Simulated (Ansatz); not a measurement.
# FGeH5OSi: a ladder of functionals and wavefunction methods

How much do the methods differ for FGeH5OSi? The plan is to run it at one geometry with functionals of several rungs and with coupled cluster. The yardstick is the atomisation energy at the CCSD(T) limit.

Method: functionals in def2-TZVPP, the program's frozen cores in correlated methods; program: Ansatz 0.2.0, Gaussian basis.

Levels to be run: LDA (SPW92), PBE-D4, revPBE-D4, BLYP-D4, r2SCAN-D4, B97M-V, PBE0-D4, B3LYP-D4, r2SCANh-D4, r2SCAN0-D4, HSE06-D4, BHLYP-D4, CAM-B3LYP-D4, LC-ωPBE, ωB97X-V, ωB97M-V, B2PLYP, PBE-QIDH; CCSD(T)/def2-SVP; CCSD(T)/def2-TZVPP; MP2/def2-QZVPP; extrapolation to the limit; RPA on PBE.

## Step 1: Structure used throughout

An earlier PBE0-D4 in a triple-zeta def2 set relaxation fixed the geometry.

SMILES `F[SiH2][O][GeH3]`, 9 atoms, charge 0, spin multiplicity 1.

Atoms are counted from 1 here; the program's logs count them from 0.

Bond lengths: F1–Si2 1.598 Å, Si2–O3 1.614 Å, Si2–H5 1.477 Å, Si2–H6 1.483 Å, O3–Ge4 1.783 Å, Ge4–H7 1.537 Å, Ge4–H8 1.532 Å, Ge4–H9 1.533 Å. Angles: F1–Si2–O3 110.3°, F1–Si2–H5 107.5°, F1–Si2–H6 106.1°, O3–Si2–H5 108.6°, O3–Si2–H6 111.3°, H5–Si2–H6 112.9°, Si2–O3–Ge4 136.3°, O3–Ge4–H7 108.1°, O3–Ge4–H8 105.5°, O3–Ge4–H9 107.5°, H7–Ge4–H8 111.9°, H7–Ge4–H9 111.6°, H8–Ge4–H9 112.0°.

## Step 2: LDA

This LDA is Slater exchange with PW92 correlation.

File in.yaml:

```yaml
crystal:
  periodic: [false, false, false]
  atoms:
    - {symbol: F, position_ang: [-2.030889, 0.949865, 0.787826]}
    - {symbol: Si, position_ang: [-0.668560, 1.387972, 0.075635]}
    - {symbol: O, position_ang: [0.001018, 0.127523, -0.678120]}
    - {symbol: Ge, position_ang: [0.749626, -1.415518, -0.192254]}
    - {symbol: H, position_ang: [-1.003314, 2.415151, -0.932022]}
    - {symbol: H, position_ang: [0.211849, 1.900900, 1.153445]}
    - {symbol: H, position_ang: [1.349133, -1.233352, 1.211598]}
    - {symbol: H, position_ang: [1.829867, -1.694706, -1.242081]}
    - {symbol: H, position_ang: [-0.350131, -2.484135, -0.201126]}
basis:
  gaussian: {orbitals: def2-TZVPP}
hamiltonian: {xc: lda}
output: {orbitals: {seedname: orbitals}}
```

Launch:

```
ansatz run in.yaml --threads 4 --pin off --events-out ev --progress --plain --max-ram 10444MiB
```

Further steps of the session: PBE-D4 (GGA); revPBE-D4 (GGA); BLYP-D4 (GGA); r2SCAN-D4 (meta-GGA); B97M-V (meta-GGA); B3LYP-D4 (hybrid); r2SCANh-D4 (hybrid); r2SCAN0-D4 (hybrid); HSE06-D4 (hybrid); BHLYP-D4 (hybrid); CAM-B3LYP-D4 (range-separated); LC-ωPBE (range-separated); ωB97X-V (range-separated); ωB97M-V (range-separated); B2PLYP (double hybrid); PBE-QIDH (double hybrid); CCSD(T) in def2-SVP; CCSD(T) in def2-TZVPP; MP2 in def2-QZVPP; RPA on PBE orbitals.

Q: Predict the results of all the runs planned. Wanted: atomisation energy, CCSD(T)/CBS; farthest beyond LDA; mean size of error, GGA; mean size of error, meta-GGA; mean size of error, hybrid; mean size of error, range-separated; mean size of error, double hybrid; gap, smallest and largest; T1 diagnostic.

The runs gave:

| quantity | value |
| --- | --- |
| atomisation energy, CCSD(T)/CBS | 3022.7 kJ/mol |
| functionals within 30.2 kJ/mol (1.0 %) | r2SCAN-D4, B97M-V, CAM-B3LYP-D4, ωB97X-V |
| farthest beyond LDA | revPBE-D4 (-122.2 kJ/mol) |
| mean size of error, GGA | 78.6 kJ/mol |
| mean size of error, meta-GGA | 16.5 kJ/mol |
| mean size of error, hybrid | 76.8 kJ/mol |
| mean size of error, range-separated | 27.6 kJ/mol |
| mean size of error, double hybrid | 64.0 kJ/mol |
| gap, smallest and largest | 6.13 eV (LDA (SPW92)), 13.69 eV (LC-ωPBE) |
| T1 diagnostic | 0.0119 |
| triples share of the correlation energy | 3.1 % |

What this shows: LDA overbinds by 347.8 kJ/mol (12 %). PBE-D4 misses by -52.1 kJ/mol. Double hybrids carry the basis error of their MP2 part in triple zeta, and no dispersion term here, so their miss is partly the set-up's. The rungs meta-GGA, range-separated miss on average by less than the doubt on the reference (30.2 kJ/mol), so they tie. The reference freezes the cores and leaves out relativity and excitations past (T), and its outer-core shells are covered unevenly, so misses under about 30.2 kJ/mol can't be ranked. Hartree-Fock recovers 74 % of the binding; the rest is correlation. CCSD(T) in def2-SVP is off by -244.4 kJ/mol, more than most functionals: a good method in a small basis is no reference. The gap grows from 6.1 to 13.7 eV across the functionals, mostly with the share of exact exchange. Correlated methods include outer-core shells of Ge, which these sets cover unevenly.
